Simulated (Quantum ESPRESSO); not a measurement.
HfB: zone-centre phonons under several settings

```
CELL_PARAMETERS angstrom
0.00000 2.31000 2.31000
2.31000 0.00000 2.31000
2.31000 2.31000 0.00000
ATOMIC_POSITIONS crystal
Hf 0.50000 0.50000 0.50000
B 0.00000 0.00000 0.00000
```

All runs used Quantum ESPRESSO 7.5; potentials GBRV 1.5 LDA; k mesh 10 × 10 × 10; no spin polarisation; cutoff 612 eV; occupations cold, width 0.2 eV.

| level | geometry | volume (Å³/atom) | pressure (GPa) | lowest optical mode without the field (cm⁻¹) |
| --- | --- | --- | --- | --- |
| LDA | relaxed at 0 GPa | 13.45 | 0.2 | 468 |
| LDA | relaxed at 2 GPa | 13.31 | 2.2 | 475 |
| LDA | relaxed at 5 GPa | 13.12 | 5.1 | 484 |
| LDA | relaxed at 10 GPa | ? | 10.1 | ? |
| LDA | relaxed at 15 GPa | 12.56 | 15.0 | 513 |

Problem. What stands in the row left open?

Solution. Volume 12.82 Å³/atom; lowest optical mode without the field 499 cm⁻¹.

Caveats: the cell is more than 3 GPa from zero pressure, which shifts response properties (some runs).

For the row left open. Caveat: the cell is more than 3 GPa from zero pressure, which shifts response properties.
